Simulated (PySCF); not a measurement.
# B3LYP/6-31G(d) (spherical functions) run of C2H4B2S (SMILES BSBC#C)

What is the vertical singlet–triplet gap of C2H4B2S at B3LYP/6-31G* (spherical functions)? 

The results are computed with PySCF 2.14.0.

### 1 Starting point

C2H4B2S has 9 atoms, charge 0, and is taken as a singlet. SMILES: `BSBC#C`. The shape is that of a GFN2-xTB optimisation. This is one conformer, not always the lowest.

Bond lengths: B1–S2 1.770 Å, S2–B3 1.802 Å, B3–C4 1.499 Å, C4–C5 1.207 Å, B1–H6 1.167 Å, B1–H7 1.168 Å, B3–H8 1.169 Å, C5–H9 1.052 Å. Angles: B1–S2–B3 104.8°, S2–B3–C4 118.9°, B3–C4–C5 179.6°, S2–B1–H6 117.1°, S2–B1–H7 120.9°, S2–B3–H8 120.0°, C4–B3–H8 121.1°, C4–C5–H9 179.9°, H6–B1–H7 122.0°.

### 2 The energy at B3LYP/6-31G(d) (spherical functions)

job.py reads:

```python
from pyscf import gto, dft

system = gto.Mole()
system.atom = '''
B      1.161010     3.056254     3.236213
S     -0.772048     2.264799     0.625008
B      0.233532    -0.857520    -0.287956
C     -1.031772    -2.113054    -2.488939
C     -2.043191    -3.136775    -4.257364
H      0.837205     5.030829     4.162727
H      2.690743     1.652169     3.981974
H      1.848398    -1.870281     0.830213
H     -2.923898    -4.026421    -5.801856
'''
system.verbose = 3
system.unit = 'bohr'
system.basis = '6-31g*'
system.max_memory = 1860
system.build()

mf = dft.RKS(system)
mf.xc = 'b3lyp'
mf.conv_tol = 1e-10
mf.grids.level = 8
mf.kernel()
if not mf.converged:
    mf = mf.newton().run(mf.mo_coeff, mf.mo_occ)

e_tot = mf.e_tot
print('E(%s) = %.9f' % ('B3LYP', e_tot))
```

Started as:

```bash
$ OMP_NUM_THREADS=1 python job.py
```

Standard output:

```text
converged SCF energy = -526.473691144838
E(B3LYP) = -526.473691145
```

Wall time 44 s (1 thread of Arm Neoverse V1, shared host); peak memory 0.46 GiB.

### 3 The triplet

input.py reads:

```python
from pyscf import gto, dft

mol = gto.Mole()
mol.atom = '''
B    0.614380   1.617300   1.712530
S   -0.408550   1.198480   0.330740
B    0.123580  -0.453780  -0.152380
C   -0.545990  -1.118180  -1.317090
C   -1.081210  -1.659910  -2.252900
H    0.443030   2.662200   2.202820
H    1.423880   0.874290   2.107170
H    0.978130  -0.989710   0.439330
H   -1.547260  -2.130690  -3.070210
'''
mol.max_memory = 1860
mol.basis = '6-31g*'
mol.verbose = 3
mol.spin = 2
mol.build()

mf = dft.UKS(mol, xc='b3lyp')
mf.grids.level = 8
mf.conv_tol = 1e-10
mf.kernel()
if not mf.converged:
    mf = mf.newton().run(mf.mo_coeff, mf.mo_occ)

e_tot = mf.e_tot
print(f'total energy: {e_tot:.8f} hartree')
```

Started as:

```bash
$ OMP_NUM_THREADS=1 python input.py
```

Standard output:

```text
WARN: HOMO -0.149867822597963 >= LUMO -0.326843536548509

WARN: HOMO -0.108273700687968 >= LUMO -0.212413719051766

WARN: HOMO -0.138765733419064 >= LUMO -0.235660683562966

WARN: HOMO -0.143384274797963 >= LUMO -0.234550779462599

WARN: HOMO -0.145504018942857 >= LUMO -0.23904163211578

WARN: HOMO -0.14643962120929 >= LUMO -0.236991776583256

WARN: HOMO -0.146073731278085 >= LUMO -0.235819842504199

WARN: HOMO -0.146955042796731 >= LUMO -0.235982242238288

WARN: HOMO -0.147090277877252 >= LUMO -0.235783510011097

WARN: HOMO -0.147025005345979 >= LUMO -0.23576858041688

WARN: HOMO -0.147061371567702 >= LUMO -0.23576311680512

WARN: HOMO -0.147106079275586 >= LUMO -0.235767700025768

WARN: HOMO -0.147081308720415 >= LUMO -0.235761574907315

WARN: HOMO -0.147086863165811 >= LUMO -0.235761729228766

WARN: HOMO -0.147089437130653 >= LUMO -0.235762916028852

WARN: HOMO -0.147089498969899 >= LUMO -0.235763329262436

WARN: HOMO -0.147089989864689 >= LUMO -0.235763160263054

WARN: HOMO -0.14709026402565 >= LUMO -0.235763336441531

WARN: HOMO -0.147091821582043 >= LUMO -0.235762879026832

WARN: HOMO -0.147090687060766 >= LUMO -0.2357619646933

WARN: HOMO -0.147090983633747 >= LUMO -0.235760670066326

WARN: HOMO -0.147091223174343 >= LUMO -0.235761324426343

WARN: HOMO -0.147091230033703 >= LUMO -0.235761957485927

WARN: HOMO -0.14709103965381 >= LUMO -0.235761670840047

converged SCF energy = -526.331366802437  <S^2> = 2.0130751  2S+1 = 3.0087041
total energy: -526.33136680 hartree
```

Run time: 2.6 min. Hardware: 1 thread of Arm Neoverse V1, shared host; peak memory 0.46 GiB.

### 4 Outcome

At B3LYP/6-31G* (spherical functions):

```
                                        quantity          value
                           singlet: total energy  -526.47369 Eh
                          singlet: dipole moment         1.23 D
                            singlet: HOMO energy       -7.71 eV
                            singlet: LUMO energy       -2.41 eV
                          singlet: HOMO–LUMO gap        5.30 eV
                           triplet: total energy  -526.33137 Eh
                          triplet: dipole moment         2.99 D
     triplet: HOMO energy (highest over α and β)       -4.00 eV
                                   triplet: ⟨S²⟩          2.013
vertical energy of the triplet above the singlet       3.873 eV
```

**Reading.** At this shape the triplet lies 3.87 eV (89 kcal/mol) above the singlet. Mulliken charges (triplet) run from -0.29 on B3 to +0.22 on H9; they depend strongly on the basis.
